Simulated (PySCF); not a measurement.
**Gd2N2: other functionals and bases at one geometry**

An exercise on one series of results from a longer session: the logs are not shown, and one member is left open.

The runs use PySCF 2.14.0; several levels, as the steps say, no spin–orbit coupling.

3 further runs of the same task are left out: 2 for a known fault of the program, 1 that didn't finish.

**Where the work starts**

4 atoms, charge 0, spin multiplicity 1.

Bond lengths: Gd1–Gd2 3.081 Å, Gd1–N3 2.078 Å, Gd1–N4 2.078 Å, Gd2–N3 2.078 Å, Gd2–N4 2.078 Å. Angles: Gd2–Gd1–N3 42.2°, Gd2–Gd1–N4 42.2°, N3–Gd1–N4 84.3°, Gd1–Gd2–N3 42.2°, Gd1–Gd2–N4 42.2°, N3–Gd2–N4 84.3°, Gd1–N3–Gd2 95.7°, Gd1–N4–Gd2 95.7°.

Geometry (Å):

```
Gd    0.00000    0.00000    1.54037
Gd    0.00000    0.00000   -1.54037
N     1.39477    0.00000    0.00000
N    -1.39477    0.00000    0.00000
```

Formal oxidation states: Gd +3. Each metal's 7 4f electrons lie in its core potential, so multiplicities, spins and levels count the valence alone. An earlier session relaxed this geometry at TPSS, Gd lcecp-1-SVP with ECP53, N def2-SVP (singlet, point group D2h).

At TPSS on the finer grid: E = -181.259031 Eh, HOMO -3.31 eV, LUMO -1.98 eV, Mulliken charge on Gd1 +0.53 e, largest force component 0.004 eV/Å. 

Levels to run: PBE; TPSSh; HF; CAM-B3LYP; TPSS, TZVP. Hardware: 2 threads of Intel Xeon at 2.70GHz, shared host.

The first run:

run.py (the lines that set the calculation) reads:

```python
mol = gto.M(atom='''
Gd     0.00000     0.00000     1.54037
Gd     0.00000     0.00000    -1.54037
N      1.39477     0.00000     0.00000
N     -1.39477     0.00000     0.00000''',
    basis={'Gd': 'lcecp-1-SVP', 'N': 'def2-SVP'},
    ecp={'Gd': 'lcecp-1-SVP'},
    charge=0, spin=0)
mf = dft.RKS(mol, xc='PBE')
mf.grids.atom_grid = (75, 302)  # f atoms: unpruned, at least (60, 302)
mf = mf.density_fit()  # fitting sets: Gd AutoAux, N def2-universal-JKFIT
mf.conv_tol = 1e-08; mf.max_cycle = 55
mf.kernel(dm0)  # dm0: the density of the relaxed state
```

The run is started by

```
$ OMP_NUM_THREADS=2 python run.py
```

Among the steps run: PBE; TPSSh; HF; CAM-B3LYP; TPSS, TZVP.

One table of the session follows, with a row left open; its other results are not shown here.

| level | HOMO (eV) | gap (eV) | charge on Gd1 (e) | largest force component (eV/Å) |
| --- | --- | --- | --- | --- |
| TPSS (relaxed here) | -3.31 | 1.33 | 0.53 | 0.00 |
| PBE | ? | ? | ? | ? |
| TPSSh | -3.65 | 1.92 | 0.56 | 0.30 |
| HF | -6.28 | 6.56 | 0.83 | 0.63 |
| CAM-B3LYP | -5.39 | 4.46 | 0.55 | 0.74 |
| TPSS, TZVP | -3.28 | 1.31 | 0.88 | 0.08 |

Q: Estimate the row for PBE from the others.

The run gave: HOMO (eV): -3.47; gap (eV): 1.23; charge on Gd1 (e): 0.46; largest force component (eV/Å): 0.22. In the column «HOMO (eV)» it lies between TPSSh (-3.65) and TPSS (relaxed here) (-3.31).

In one basis the HOMO–LUMO gap runs from 1.23 eV (PBE) to 6.56 eV (HF). The largest leftover force, 0.74 eV/Å with CAM-B3LYP, stands at a geometry relaxed at another level. With 4f in the core, its levels are missing from HOMO and gap, and its count is fixed, so no charge can pass from the ligands into it. Total energies of different levels can't be compared.
